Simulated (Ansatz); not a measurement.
# ClH5NSi2 radical: small, medium and large basis sets

One table from this session's results is given with a row withheld; the runs are named, their logs left out.

Method: one geometry, several basis sets; program: Ansatz 0.2.0, Gaussian basis.

Levels to be run: PBE0-D4/def2-SVP; ωB97M-V/def2-SVP; PBE0-D4/def2-QZVPP; ωB97M-V/def2-QZVPP; the functionals' def2-TZVPP values are taken from earlier runs.

### Structure used throughout

All runs share one geometry, relaxed beforehand with PBE0-D4 in a triple-zeta def2 set.

SMILES `N[Si]([SiH3])Cl`, 9 atoms, charge 0, spin multiplicity 2.

Atoms are counted from 1 here; the program's logs count them from 0.

Bond lengths: N1–Si2 1.719 Å, N1–H5 1.008 Å, N1–H6 1.008 Å, Si2–Si3 2.355 Å, Si2–Cl4 2.075 Å, Si3–H7 1.489 Å, Si3–H8 1.486 Å, Si3–H9 1.490 Å. Angles: Si2–N1–H5 120.3°, Si2–N1–H6 120.2°, H5–N1–H6 111.9°, N1–Si2–Si3 110.1°, N1–Si2–Cl4 104.8°, Si3–Si2–Cl4 109.6°, Si2–Si3–H7 113.2°, Si2–Si3–H8 108.5°, Si2–Si3–H9 107.6°, H7–Si3–H8 109.6°, H7–Si3–H9 109.0°, H8–Si3–H9 108.8°.

Set-up of the first run:

File in.yaml:

```yaml
crystal:
  periodic: [false, false, false]
  atoms:
    - {symbol: N, position_ang: [-0.942202, 1.392529, 0.660835]}
    - {symbol: Si, position_ang: [-0.346916, -0.195119, 0.944602]}
    - {symbol: Si, position_ang: [0.593094, -1.070551, -1.029418]}
    - {symbol: Cl, position_ang: [1.134880, 0.041608, 2.377659]}
    - {symbol: H, position_ang: [-0.972607, 2.066667, 1.410200]}
    - {symbol: H, position_ang: [-1.676124, 1.546358, -0.013191]}
    - {symbol: H, position_ang: [1.754944, -0.282491, -1.524999]}
    - {symbol: H, position_ang: [1.013880, -2.471714, -0.770469]}
    - {symbol: H, position_ang: [-0.470448, -1.073687, -2.072320]}
basis:
  gaussian: {orbitals: def2-SVP}
magnetization: {spin_polarized: true, initial_magnetization: 1}
hamiltonian: {xc: pbe0, dispersion: d4}
output: {orbitals: {seedname: orbitals}}
```

Started as:

```
$ ansatz run in.yaml --threads 4 --pin off --events-out ev --progress --plain --max-ram 10444MiB
```

Among the steps run: PBE0-D4 in def2-SVP; ωB97M-V in def2-SVP; PBE0-D4 in def2-QZVPP; ωB97M-V in def2-QZVPP.

One table of the session follows, with a row left open; its other results are not shown here.

It belongs to the step «Density functionals: the series». 

| functional | basis | HOMO (eV) | LUMO (eV) |
| --- | --- | --- | --- |
| PBE0-D4 | def2-SVP | -5.29 | -2.13 |
| PBE0-D4 | def2-TZVPP | -5.44 | -2.21 |
| PBE0-D4 | def2-QZVPP | -5.49 | -2.28 |
| ωB97M-V | def2-SVP | -6.98 | -0.45 |
| ωB97M-V | def2-TZVPP | -7.16 | -0.62 |
| ωB97M-V | def2-QZVPP | ? | ? |

**Question.** Estimate the row for ωB97M-V, def2-QZVPP.

The run gave: HOMO (eV): -7.21; LUMO (eV): -0.74. In the column «HOMO (eV)» it is the lowest.
